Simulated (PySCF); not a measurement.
# C2H7NSi3: the cost of one run

Programs: PySCF 2.14.0, with density-fitted response routines of our own. Each step states its level of theory. These are calculated values for one molecule in the gas phase, unless marked as measured. Atoms are numbered from 0 throughout.

### Step 1. The molecule as given

13 atoms, charge 0, multiplicity 1; geometry from: GFN2-xTB. The atoms were then displaced at random by about 0.01 Å, so the start is not that level's minimum.

Bonds of the start (Å): N0–C1 1.12, C1–Si2 1.85, Si2–C3 1.96, C3–Si4 1.90, Si4–Si5 2.36, Si5–Si2 2.36, Si2–H6 1.46, C3–H7 1.10, C3–H8 1.10, Si4–H9 1.45, Si4–H10 1.47, Si5–H11 1.46, Si5–H12 1.46.

### Step 2. Relaxing the molecule at PBE0-D3(BJ)/def2-SVP

What the job is given:

```
{"job": {"xc": "PBE0", "basis": "def2-SVP", "d3": "d3bj", "grid": 1, "shake": 0.01, "kind": "geom"}, "charge": 0, "multiplicity": 1}
N     -3.128630     1.009430    -1.396690
C     -2.399860     0.697290    -0.606340
Si    -1.119270     0.213290     0.641170
C     -0.117170    -1.310890    -0.064130
Si     1.608200    -0.611780    -0.448060
Si     0.896790     1.438000     0.481740
H     -1.898380    -0.079790     1.841970
H     -0.615060    -1.728640    -0.948170
H     -0.112510    -2.122990     0.680850
H      1.911140    -0.665520    -1.860810
H      2.651280    -1.381170     0.247610
H      0.884700     2.645980    -0.335730
H      1.444590     1.879910     1.756270
```

On the command line:

```bash
OMP_NUM_THREADS=1 python probes_run.py task.json out
```

This one command runs all jobs of the session in turn.

Q: Estimate the wall time and peak memory of this first job on 1 thread of Arm Neoverse V1, shared host.

About 2.4 min, with a peak of 0.52 GiB.
